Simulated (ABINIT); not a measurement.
Zr3S2:

```
Zr S
1.0
     2.90254    1.67578    3.48777
    -2.90254    1.67578    3.48777
     0.00000   -3.35156    3.48777
Zr S
3 2
Cartesian
  0.9832 1.7029 5.2317
  0.9832 -1.7029 5.2317
  -1.9663 0.0000 5.2317
  0.0000 0.0000 6.9583
  0.0000 0.0000 3.5050
```

The cell comes from a database or a generator and needn't be the stable form of this composition.

- Program: ABINIT 10.8.3 (patched build)
- Task: single point
- Functional: PBEsol
- Potentials or basis: PseudoDojo NC SR PBEsol v0.4.1 standard
- Cutoff: 898 eV
- k mesh: 6 × 6 × 6
- Occupations: fermi-dirac, width 0.05 eV
- Spin: no spin polarisation

On this cell: pressure -5.0 GPa; largest force 0.130 eV/Å; band gap on the k mesh none (metal or under the smearing width).

The same run follows on a disturbed copy (atoms moved at random, drawn with an rms of 0.05 Å):

```xyz
5
Lattice="2.9025 1.6758 3.4878 -2.9025 1.6758 3.4878 0.0000 -3.3516 3.4878" Properties=species:S:1:pos:R:3 pbc="T T T"
Zr    1.0142    1.7549    5.1890
Zr    0.9705   -1.7382    5.2521
Zr   -2.0798    0.0035    5.2125
S    -0.0217   -0.0022    6.9142
S    -0.0380    0.0046    3.5445
```

**Question.** What changes?

**Answer.** The energy (extrapolated to zero smearing) moves by +21.2 meV/atom; pressure -5.6 GPa; largest force 0.885 eV/Å; band gap on the k mesh none (metal or under the smearing width).

Forces on the atoms (eV/Å):
```
Zr  -0.533 -0.616  0.302
Zr  -0.103  0.514 -0.384
Zr   0.868  0.029  0.170
S   -0.233  0.173 -0.042
S    0.000 -0.100 -0.046
```

Stress tensor (GPa, compression positive):
```
-6.10 -0.05  0.21
-0.05 -5.15  0.63
 0.21  0.63 -5.53
```
